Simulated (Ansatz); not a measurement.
Geometry optimisation, DFT PBE, scalar-relativistic, plane waves, PAW (Ansatz).

Input:

```yaml
crystal:
  lattice:
    - [10.86, 0.0, 0.0]
    - [0.0, 10.86, 0.0]
    - [0.0, 0.0, 10.86]
  atoms:
    - { symbol: Si, position: [0.4977106, 0.0022642, 0.0038778] }
    - { symbol: Si, position: [0.6279434, 0.1236045, 0.1216592] }
    - { symbol: Si, position: [0.7510179, 0.2487058, 0.0035266] }
    - { symbol: Si, position: [0.8763833, 0.3779145, 0.1235733] }
    - { symbol: Si, position: [0.7447363, -0.0016441, 0.2505497] }
    - { symbol: Si, position: [0.8733941, 0.1276015, 0.3794832] }
    - { symbol: Si, position: [-5.95e-05, 0.0006982, 0.0028334] }
    - { symbol: Si, position: [0.1248141, 0.1248739, 0.1245137] }
    - { symbol: Si, position: [0.2485648, 0.2496739, 0.0021165] }
    - { symbol: Si, position: [0.372933, 0.377615, 0.1244622] }
    - { symbol: Si, position: [0.5059178, 0.5007723, 0.0025139] }
    - { symbol: P, position: [0.6262111, 0.6281697, 0.127562], spin: 1.0 }
    - { symbol: Si, position: [0.8749703, 0.8740036, 0.1271475] }
    - { symbol: Si, position: [0.24711, 0.0030791, 0.2521931] }
    - { symbol: Si, position: [0.3774199, 0.1213412, 0.3755455] }
    - { symbol: Si, position: [0.4968595, 0.2510748, 0.2484291] }
    - { symbol: Si, position: [0.6298504, 0.3753158, 0.3767667] }
    - { symbol: Si, position: [0.7505202, 0.5039997, 0.2503344] }
    - { symbol: Si, position: [0.8803063, 0.6282432, 0.3700319] }
    - { symbol: Si, position: [0.4999018, -0.0002803, 0.5006431] }
    - { symbol: Si, position: [0.624019, 0.1289488, 0.621961] }
    - { symbol: Si, position: [0.7522983, 0.2494973, 0.5012621] }
    - { symbol: Si, position: [0.8720168, 0.3743141, 0.6254325] }
    - { symbol: Si, position: [0.7449542, -0.0038794, 0.7471966] }
    - { symbol: Si, position: [0.8740798, 0.1283818, 0.8762982] }
    - { symbol: Si, position: [0.0060825, 0.4975504, -0.0043285] }
    - { symbol: Si, position: [0.1224157, 0.6277877, 0.1268695] }
    - { symbol: Si, position: [0.2437334, 0.7498714, 0.0015312] }
    - { symbol: Si, position: [0.3745933, 0.8783979, 0.1294634] }
    - { symbol: Si, position: [0.0036434, 0.2460982, 0.2503321] }
    - { symbol: Si, position: [0.1228495, 0.377049, 0.3792097] }
    - { symbol: Si, position: [0.2498743, 0.4983771, 0.2486337] }
    - { symbol: Si, position: [0.3787359, 0.6262631, 0.3771712] }
    - { symbol: Si, position: [0.501005, 0.7507969, 0.2503687] }
    - { symbol: Si, position: [0.6281828, 0.8774672, 0.3787765] }
    - { symbol: Si, position: [0.0002945, 0.0007552, 0.4971973] }
    - { symbol: Si, position: [0.1260256, 0.1239119, 0.6255642] }
    - { symbol: Si, position: [0.2506611, 0.2529841, 0.4990306] }
    - { symbol: Si, position: [0.3792722, 0.3775811, 0.6186623] }
    - { symbol: Si, position: [0.4982825, 0.4995919, 0.4962481] }
    - { symbol: Si, position: [0.6254634, 0.6230437, 0.6309306] }
    - { symbol: Si, position: [0.7466544, 0.750822, 0.5036191] }
    - { symbol: Si, position: [0.8768369, 0.8738158, 0.6215696] }
    - { symbol: Si, position: [0.2542943, -0.0005613, 0.7485518] }
    - { symbol: Si, position: [0.3769878, 0.1283237, 0.873134] }
    - { symbol: Si, position: [0.4954848, 0.2482498, 0.7527234] }
    - { symbol: Si, position: [0.625514, 0.3781355, 0.8727969] }
    - { symbol: Si, position: [0.7470816, 0.5022714, 0.7510325] }
    - { symbol: Si, position: [0.8727655, 0.6247484, 0.8722011] }
    - { symbol: Si, position: [0.0005682, 0.7480921, 0.2480438] }
    - { symbol: Si, position: [0.1280798, 0.8758998, 0.3726491] }
    - { symbol: Si, position: [0.0003016, 0.499096, 0.4966471] }
    - { symbol: Si, position: [0.1245886, 0.623401, 0.6232679] }
    - { symbol: Si, position: [0.2506636, 0.7549682, 0.4982787] }
    - { symbol: Si, position: [0.3741086, 0.8728325, 0.6199753] }
    - { symbol: Si, position: [0.0017197, 0.2511196, 0.7529889] }
    - { symbol: Si, position: [0.1224407, 0.3752028, 0.8754897] }
    - { symbol: Si, position: [0.25051, 0.4945374, 0.7529704] }
    - { symbol: Si, position: [0.3749303, 0.6278993, 0.8733252] }
    - { symbol: Si, position: [0.501392, 0.754616, 0.7520989] }
    - { symbol: Si, position: [0.6282163, 0.879772, 0.8751381] }
    - { symbol: Si, position: [0.0048924, 0.7453644, 0.7517886] }
    - { symbol: Si, position: [0.1273285, 0.8703599, 0.8769577] }
magnetization:
  spin_polarized: true
basis:
  ecutwfc: 420.0
kpoints:
  mp_grid: { grid: [1, 1, 1] }
hamiltonian:
  xc: pbe
  pseudopotentials: { kind: paw, azcp: { folder: soft_1 } }
scf:
  occupations: { method: gaussian, width: 0.02 }
  lower_state_search: "off"
relax:
  f_tol: 0.03
  max_steps: 60
  adjacent_minimum: "off"
```

Run as:

```bash
$ ansatz run input.yaml --threads 4 --pin off --max-ram 10240MiB --backend cpu --events-out ev --progress --plain --runs-dir out
```

Where does it end, and by what steps?

It converged. Limits of this set-up: coarse k mesh. After 6 steps the energy has fallen by 1.396 eV; Si13 moved furthest, 0.46 Å.

```json
{"step": "0", "energy less start (eV)": "0.0000", "largest force component (eV/Å)": "1.281", "accepted": "yes"}
{"step": "1", "energy less start (eV)": "-1.2238", "largest force component (eV/Å)": "0.341", "accepted": "yes"}
{"step": "2", "energy less start (eV)": "-1.3263", "largest force component (eV/Å)": "0.209", "accepted": "yes"}
{"step": "3", "energy less start (eV)": "-1.3440", "largest force component (eV/Å)": "0.199", "accepted": "yes"}
{"step": "4", "energy less start (eV)": "-1.3848", "largest force component (eV/Å)": "0.141", "accepted": "yes"}
{"step": "5", "energy less start (eV)": "-1.3934", "largest force component (eV/Å)": "0.064", "accepted": "yes"}
{"step": "6", "energy less start (eV)": "-1.3958", "largest force component (eV/Å)": "0.024", "accepted": "yes"}
```

```xyz
63
Lattice="10.8600 0.0000 0.0000 0.0000 10.8600 0.0000 0.0000 0.0000 10.8600" Properties=species:S:1:pos:R:3
Si 5.508 -0.030 0.032
Si 6.756 1.411 1.394
Si 8.146 2.718 0.004
Si 9.466 4.100 1.359
Si 8.119 -0.029 2.643
Si 9.504 1.325 4.027
Si -0.041 0.012 -0.046
Si 1.338 1.335 1.358
Si 2.723 2.674 0.002
Si 4.019 4.070 1.389
Si 5.430 5.427 0.098
P 6.804 6.780 1.347
Si 9.228 9.491 1.015
Si 2.717 -0.027 2.708
Si 4.060 1.338 4.090
Si 5.388 2.743 2.763
Si 6.761 4.070 4.132
Si 8.052 5.427 2.721
Si 9.456 6.826 4.009
Si 5.442 -0.027 5.434
Si 6.792 1.335 6.812
Si 8.149 2.674 5.428
Si 9.502 4.098 6.752
Si 8.196 0.012 8.191
Si 9.550 1.444 9.460
Si -0.015 5.436 -0.003
Si 1.314 6.819 1.348
Si 2.711 8.155 0.002
Si 4.107 9.474 1.354
Si -0.015 2.727 2.706
Si 1.337 4.078 4.082
Si 2.664 5.451 2.729
Si 4.067 6.771 4.083
Si 5.450 8.062 2.700
Si 6.796 9.474 4.043
Si 0.008 -0.002 5.405
Si 1.372 1.358 6.778
Si 2.715 2.721 5.435
Si 4.068 4.078 6.813
Si 5.421 5.452 5.486
Si 6.802 6.819 6.836
Si 8.147 8.155 5.439
Si 9.513 9.524 6.781
Si 2.745 -0.002 8.142
Si 4.123 1.324 9.506
Si 5.444 2.727 8.165
Si 6.791 4.099 9.544
Si 8.155 5.436 8.165
Si 9.549 6.792 9.462
Si -0.174 8.199 2.536
Si 1.301 9.483 4.004
Si -0.023 5.474 5.395
Si 1.369 6.795 6.781
Si 2.722 8.146 5.428
Si 4.147 9.483 6.850
Si 0.046 2.785 8.105
Si 1.400 4.098 9.509
Si 2.757 5.474 8.173
Si 4.142 6.826 9.554
Si 5.615 8.199 8.324
Si 7.136 9.491 9.783
Si 0.016 8.169 8.134
Si 1.368 9.523 9.496
```

Whether the end is a true minimum wasn't checked by a vibrational analysis.

Run time: 2 min on 4 threads of Arm Neoverse V1 (shared host), peak memory 1.6 GiB.
